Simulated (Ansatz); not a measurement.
# H4NSeSi: the cost of one run

Computed with Ansatz 0.2.0, driven from Python. Level of theory: CAM-B3LYP/def2-SVP.

## 1. The system

Bond lengths: N1–Si2 1.789 Å, Si2–Se3 2.281 Å, N1–H4 1.044 Å, Si2–H5 1.470 Å, Si2–H6 1.471 Å, Se3–H7 1.536 Å. Angles: N1–Si2–Se3 109.5°, N1–Si2–H5 109.5°, N1–Si2–H6 109.5°, Se3–Si2–H5 109.5°, Se3–Si2–H6 109.4°, H5–Si2–H6 109.5°, Si2–N1–H4 106.7°, Si2–Se3–H7 90.5°.

No structure file is read: the coordinates are typed or built in the script.

## 2. Script

Contents of bend.py:

```python
"""Energy of H4NSeSi against one bond angle."""

import ansatz as az
from ase import Atoms


def main() -> None:
    atoms = Atoms(["N", "Si", "Se", "H", "H", "H", "H"], positions=[
        (-1.0796, 1.1938, -0.0572),
        (-0.475, -0.4875, 0.0303),
        (1.5095, -0.6414, -1.0827),
        (-0.3582, 1.7966, 0.3978),
        (-1.4549, -1.3932, -0.5876),
        (-0.2774, -0.8648, 1.4378),
        (2.1355, 0.3964, -0.1384),
    ])

    # relax first, so that the scan starts from a minimum
    first = (
        az.Crystal.molecule_from_ase(atoms).calculation()
        .basis(gaussian="def2-SVP")
        .functional("CAM-B3LYP")
        .spin("collinear", total=1)
        .relax(force_tolerance=0.02, max_steps=80)
    )
    atoms.positions = first.run().report["positions_ang"]

    rows = []
    for angle in [85, 95, 105, 115, 125, 140, 160]:
        bent = atoms.copy()
        bent.set_angle(1, 0, 3, angle, indices=[3])
        model = (
            az.Crystal.molecule_from_ase(bent).calculation()
            .basis(gaussian="def2-SVP")
            .functional("CAM-B3LYP")
            .spin("collinear", total=1)
        )
        rows.append((angle, model.run().report["free_energy_ev"]))
    floor = min(e for _, e in rows)
    for angle, e in rows:
        print(f"angle Si1-N0-H3 = {angle:3d} deg   {1000 * (e - floor):9.1f} meV")


if __name__ == "__main__":
    main()
```

## 3. The input behind the calls

The package turns the script's settings into the engine's input (first run):

```yaml
crystal:
  periodic: [false, false, false]
  atoms:
    - { symbol: "N", position_ang: [-1.0796, 1.1938, -0.0572] }
    - { symbol: Si, position_ang: [-0.475, -0.4875, 0.0303] }
    - { symbol: Se, position_ang: [1.5095, -0.6414, -1.0827] }
    - { symbol: H, position_ang: [-0.3582, 1.7966, 0.3978] }
    - { symbol: H, position_ang: [-1.4549, -1.3932, -0.5876] }
    - { symbol: H, position_ang: [-0.2774, -0.8648, 1.4378] }
    - { symbol: H, position_ang: [2.1355, 0.3964, -0.1384] }
basis:
  gaussian:
    orbitals: def2-SVP
hamiltonian:
  xc: cam_b3lyp
magnetization:
  spin_polarized: true
  initial_magnetization: 1.0
relax:
  f_tol: 0.02
  max_steps: 80
```

## 4. The run

Started as:

```
$ python bend.py
```

**Question.** How long does this script take on 1 thread of Arm Neoverse V2, shared host, and how much memory does it need?

About 3.7 min, with a peak of 0.36 GiB.
